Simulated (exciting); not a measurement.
# Hg2S (Fm-3m) in exciting: equation of state

How stiff is Hg2S in PBE, and what volume does it want? The cell is scaled to several volumes.

All numbers are computed with exciting (release sodium); they aren't measurements. Logs are shortened: lines on timing, memory, paths and dates and some standing lists are left out, and cuts for length are marked.

## Step 1: Starting point

It takes space group Fm-3m (No. 225, cubic). The conventional cell has a = 6.906 Å, b = 6.906 Å, c = 6.906 Å, α = 90.00°, β = 90.00°, γ = 90.00°. Hg (site symmetry -43m) has 4 S at 2.99 Å as nearest neighbours. Around S (site symmetry m-3m) lie 8 Hg at 2.99 Å.

The cell was built by a generator and needn't be a form met in nature.

## Step 2: Equation of state, PBE, 25.80 Å³/atom (volume scaled by 0.94)

File input.xml:

```xml
<input>
  <title>Hg2S</title>
  <structure speciespath="./" tshift="false">
    <crystal scale="1">
      <basevect>0.000000000000 6.392144263408 6.392144263408</basevect>
      <basevect>6.392144263408 0.000000000000 6.392144263408</basevect>
      <basevect>6.392144263408 6.392144263408 0.000000000000</basevect>
    </crystal>
    <species speciesfile="Hg.xml" rmt="2.3">
      <atom coord="0.750000000000 0.750000000000 0.750000000000"/>
      <atom coord="0.250000000000 0.250000000000 0.250000000000"/>
    </species>
    <species speciesfile="S.xml" rmt="1.9">
      <atom coord="0.000000000000 0.000000000000 0.000000000000"/>
    </species>
  </structure>
  <groundstate do="fromscratch" ngridk="7 7 7" rgkmax="7.5" gmaxvr="14" lmaxapw="10" lmaxmat="10" lmaxvr="8" xctype="GGA_PBE" stype="Fermi Dirac" swidth="0.00183747" nempty="12" ValenceRelativity="iora*" epsengy="1e-05" epspot="1e-05" maxscl="60" outputlevel="normal"/>
</input>
```

Potentials or basis: all-electron LAPW+lo, shipped species files, valence relativity iora*.

Launch:

```bash
$ OMP_NUM_THREADS=1 exciting_smp
```

INFO.OUT:

```text
================================================================================
EXCITING SODIUM started
[... 10 lines left out ...]

 Lattice vectors (cartesian) :
      0.0000000000      6.3921442634      6.3921442634
      6.3921442634      0.0000000000      6.3921442634
      6.3921442634      6.3921442634      0.0000000000

 Reciprocal lattice vectors (cartesian) :
     -0.4914771201      0.4914771201      0.4914771201
      0.4914771201     -0.4914771201      0.4914771201
      0.4914771201      0.4914771201     -0.4914771201

 Unit cell volume                           :     522.3597429693
 Brillouin zone volume                      :       0.4748647207

 Species :    1 (Hg)
     parameters loaded from                 :    Hg.xml
     name                                   :    mercury
     nuclear charge                         :     -80.00000000
     electronic charge                      :      80.00000000
     atomic mass                            :  365653.20120000
     muffin-tin radius                      :       2.30000000
     # of radial points in muffin-tin       :     450

     atomic positions (lattice) :
       1 :   0.75000000  0.75000000  0.75000000
       2 :   0.25000000  0.25000000  0.25000000

 Species :    2 (S)
     parameters loaded from                 :    S.xml
     name                                   :    sulphur
     nuclear charge                         :     -16.00000000
     electronic charge                      :      16.00000000
     atomic mass                            :   58452.74216000
     muffin-tin radius                      :       1.90000000
     # of radial points in muffin-tin       :     300

     atomic positions (lattice) :
       1 :   0.00000000  0.00000000  0.00000000

 Total number of atoms per unit cell        :       3

 Spin treatment                             :    spin-unpolarised

 Number of Bravais lattice symmetries       :      48
 Number of crystal symmetries               :      48

 k-point grid                               :       7    7    7
 Total number of k-points                   :      20
 k-point set is reduced with crystal symmetries

 R^MT_min * |G+k|_max (rgkmax)              :       7.50000000
 Species with R^MT_min                      :       2 (S)
 Maximum |G+k| for APW functions            :       3.94736842
 Maximum |G| for potential and density      :      14.00000000

 G-vector grid sizes                        :      45    45    45
 Total number of G-vectors                  :   24213

 Maximum angular momentum used for
     APW functions                          :      10
     computing H and O matrix elements      :      10
     potential and density                  :       8
     inner part of muffin-tin               :       2

 Total nuclear charge                       :    -176.00000000
 Total electronic charge                    :     176.00000000
 Total core charge                          :     134.00000000
 Total valence charge                       :      42.00000000

 Number of empty states                     :      12
 Total number of valence states             :      34

 Maximum Hamiltonian size                   :     581
 Maximum number of plane-waves              :     553
 Total number of local-orbitals             :      28

 Exchange-correlation type                  :      20
     Perdew-Burke-Ernzerhof, Phys. Rev. Lett. 77, 3865 (1996)
     Generalised gradient approximation (GGA)

[... 20 lines left out ...]
+ SCF iteration number :    1                                                  +
++++++++++++++++++++++++++++++++++++++++++++++++++++++++++++++++++++++++++++++++
 Total energy                               :    -39703.53556380
 _______________________________________________________________
 Fermi energy                               :         0.19824326
 Kinetic energy                             :     45795.39903084
 Coulomb energy                             :    -84726.04957752
 Exchange energy                            :      -762.44000198
 Correlation energy                         :       -10.44501514

 DOS at Fermi energy (states/Ha/cell)       :        35.12386293

 Electron charges :
     core                                   :       134.00000000
     core leakage                           :         0.00293417
     valence                                :        42.00000000
     interstitial                           :         7.35896599
     charge in muffin-tin spheres :
                  atom     1    Hg          :        77.45904042
                  atom     2    Hg          :        77.45904042
                  atom     3     S          :        13.72295317
     total charge in muffin-tins            :       168.64103401
     total charge                           :       176.00000000

++++++++++++++++++++++++++++++++++++++++++++++++++++++++++++++++++++++++++++++++
+ SCF iteration number :    2                                                  +
++++++++++++++++++++++++++++++++++++++++++++++++++++++++++++++++++++++++++++++++
 Total energy                               :    -39718.74408532
 _______________________________________________________________
 Fermi energy                               :         0.19810632
 Kinetic energy                             :     45784.10874816
 Coulomb energy                             :    -84729.82116617
 Exchange energy                            :      -762.58133866
 Correlation energy                         :       -10.45032865

 DOS at Fermi energy (states/Ha/cell)       :        33.72343838

 Electron charges :
     core                                   :       134.00000000
     core leakage                           :         0.00289761
     valence                                :        42.00000000
     interstitial                           :         7.37660739
     charge in muffin-tin spheres :
                  atom     1    Hg          :        77.56670892
                  atom     2    Hg          :        77.56670892
                  atom     3     S          :        13.48997477
     total charge in muffin-tins            :       168.62339261
     total charge                           :       176.00000000

 RMS change in effective potential (target) :  0.575649E-01  ( 0.100000E-04)
 Absolute change in total energy   (target) :   15.2085      ( 0.100000E-04)
 Charge distance                   (target) :  0.335112E-02  ( 0.100000E-04)

++++++++++++++++++++++++++++++++++++++++++++++++++++++++++++++++++++++++++++++++
+ SCF iteration number :    3                                                  +
++++++++++++++++++++++++++++++++++++++++++++++++++++++++++++++++++++++++++++++++
 Total energy                               :    -39721.89133657
 _______________________________________________________________
 Fermi energy                               :         0.19665396
 Kinetic energy                             :     45781.30743369
 Coulomb energy                             :    -84730.14490204
 Exchange energy                            :      -762.60236489
 Correlation energy                         :       -10.45150334

 DOS at Fermi energy (states/Ha/cell)       :        35.93757160

 Electron charges :
     core                                   :       134.00000000
     core leakage                           :         0.00288729
     valence                                :        42.00000000
     interstitial                           :         7.37932142
     charge in muffin-tin spheres :
                  atom     1    Hg          :        77.59229032
                  atom     2    Hg          :        77.59229032
                  atom     3     S          :        13.43609793
     total charge in muffin-tins            :       168.62067858
     total charge                           :       176.00000000
[... 308 lines left out ...]
 Electron charges :
     core                                   :       134.00000000
     core leakage                           :         0.00287518
     valence                                :        42.00000000
     interstitial                           :         7.37433359
     charge in muffin-tin spheres :
                  atom     1    Hg          :        77.59765616
                  atom     2    Hg          :        77.59765616
                  atom     3     S          :        13.43035409
     total charge in muffin-tins            :       168.62566641
     total charge                           :       176.00000000

 RMS change in effective potential (target) :  0.374161E-08  ( 0.100000E-04)
 Absolute change in total energy   (target) :  0.611326E-06  ( 0.100000E-04)
 Charge distance                   (target) :  0.192453E-09  ( 0.100000E-04)

++++++++++++++++++++++++++++++++++++++++++++++++++++++++++++++++++++++++++++++++
+ SCF iteration number :   15                                                  +
++++++++++++++++++++++++++++++++++++++++++++++++++++++++++++++++++++++++++++++++
 Total energy                               :    -39722.84497909
 _______________________________________________________________
 Fermi energy                               :         0.19028634
 Kinetic energy                             :     45779.53709285
 Coulomb energy                             :    -84729.33561366
 Exchange energy                            :      -762.59476916
 Correlation energy                         :       -10.45168911

 DOS at Fermi energy (states/Ha/cell)       :        36.63355336

 Electron charges :
     core                                   :       134.00000000
     core leakage                           :         0.00287518
     valence                                :        42.00000000
     interstitial                           :         7.37433361
     charge in muffin-tin spheres :
                  atom     1    Hg          :        77.59765616
                  atom     2    Hg          :        77.59765616
                  atom     3     S          :        13.43035408
     total charge in muffin-tins            :       168.62566639
     total charge                           :       176.00000000

 RMS change in effective potential (target) :  0.267085E-09  ( 0.100000E-04)
 Absolute change in total energy   (target) :  0.144888E-05  ( 0.100000E-04)
 Charge distance                   (target) :  0.249407E-09  ( 0.100000E-04)

++++++++++++++++++++++++++++++++++++++++++++++++++++++++++++++++++++++++++++++++
| Convergency criteria checked for the last 2 iterations                       +
| Convergence targets achieved. Performing final SCF iteration                 +
++++++++++++++++++++++++++++++++++++++++++++++++++++++++++++++++++++++++++++++++
 Total energy                               :    -39722.84497905
 _______________________________________________________________
 Fermi energy                               :         0.19028634
 Kinetic energy                             :     45779.53709287
 Coulomb energy                             :    -84729.33561364
 Exchange energy                            :      -762.59476916
 Correlation energy                         :       -10.45168911

 DOS at Fermi energy (states/Ha/cell)       :        36.63355331

 Electron charges :
     core                                   :       134.00000000
     core leakage                           :         0.00287518
     valence                                :        42.00000000
     interstitial                           :         7.37433361
     charge in muffin-tin spheres :
                  atom     1    Hg          :        77.59765616
                  atom     2    Hg          :        77.59765616
                  atom     3     S          :        13.43035408
     total charge in muffin-tins            :       168.62566639
     total charge                           :       176.00000000

++++++++++++++++++++++++++++++++++++++++++++++++++++++++++++++++++++++++++++++++
[... 12 lines left out ...]
| EXCITING SODIUM stopped                                                      =
================================================================================
```

Wall time 3.4 min (1 thread of Arm Neoverse V1, shared host); peak memory 0.19 GiB.

What came out:

```yaml
Free_energy: -1080913.6885 eV
Band_gap_on_the_k_mesh: none (metal or under the smearing width)
All_electrons_inside_the_program's_atomic_spheres: Hg 77.60; S 13.43 (radii Hg 2.3, S 1.9 bohr)
```

Caveat: the log's total energy holds no entropy term; the free energy is that total less TS from the occupations.

## Step 3: Equation of state, PBE, 26.35 Å³/atom (volume scaled by 0.96)

Edit input.xml of step 2 so:

```diff
@@ -4,5 +4,5 @@
     <crystal scale="1">
-      <basevect>0.000000000000 6.392144263408 6.392144263408</basevect>
-      <basevect>6.392144263408 0.000000000000 6.392144263408</basevect>
-      <basevect>6.392144263408 6.392144263408 0.000000000000</basevect>
+      <basevect>0.000000000000 6.437160847096 6.437160847096</basevect>
+      <basevect>6.437160847096 0.000000000000 6.437160847096</basevect>
+      <basevect>6.437160847096 6.437160847096 0.000000000000</basevect>
     </crystal>
```

Potentials or basis: all-electron LAPW+lo, shipped species files, valence relativity iora*.

Launch:

```bash
$ OMP_NUM_THREADS=1 exciting_smp
```

Run time: 3.5 min. Hardware: 1 thread of Arm Neoverse V1, shared host; peak memory 0.19 GiB.

Results (log left out):

* Free energy: -1080913.6856 eV
* Band gap on the k mesh: none (metal or under the smearing width)
* All electrons inside the program's atomic spheres: Hg 77.59; S 13.42 (radii Hg 2.3, S 1.9 bohr)

Caveat: the log's total energy holds no entropy term; the free energy is that total less TS from the occupations.

## Step 4: Equation of state, PBE, 26.90 Å³/atom (volume scaled by 0.98)

Edit input.xml of step 3 so:

```diff
@@ -4,5 +4,5 @@
     <crystal scale="1">
-      <basevect>0.000000000000 6.437160847096 6.437160847096</basevect>
-      <basevect>6.437160847096 0.000000000000 6.437160847096</basevect>
-      <basevect>6.437160847096 6.437160847096 0.000000000000</basevect>
+      <basevect>0.000000000000 6.481556462621 6.481556462621</basevect>
+      <basevect>6.481556462621 0.000000000000 6.481556462621</basevect>
+      <basevect>6.481556462621 6.481556462621 0.000000000000</basevect>
     </crystal>
```

Launch:

```bash
$ OMP_NUM_THREADS=1 exciting_smp
```

Run time: 3.9 min. Hardware: 1 thread of Arm Neoverse V1, shared host; peak memory 0.19 GiB.

It converged, with:

```yaml
Free_energy: -1080913.6747 eV
Band_gap_on_the_k_mesh: none (metal or under the smearing width)
All_electrons_inside_the_program's_atomic_spheres: Hg 77.59; S 13.42 (radii Hg 2.3, S 1.9 bohr)
```

Caveat: the log's total energy holds no entropy term; the free energy is that total less TS from the occupations.

[end of part 1 of 2]
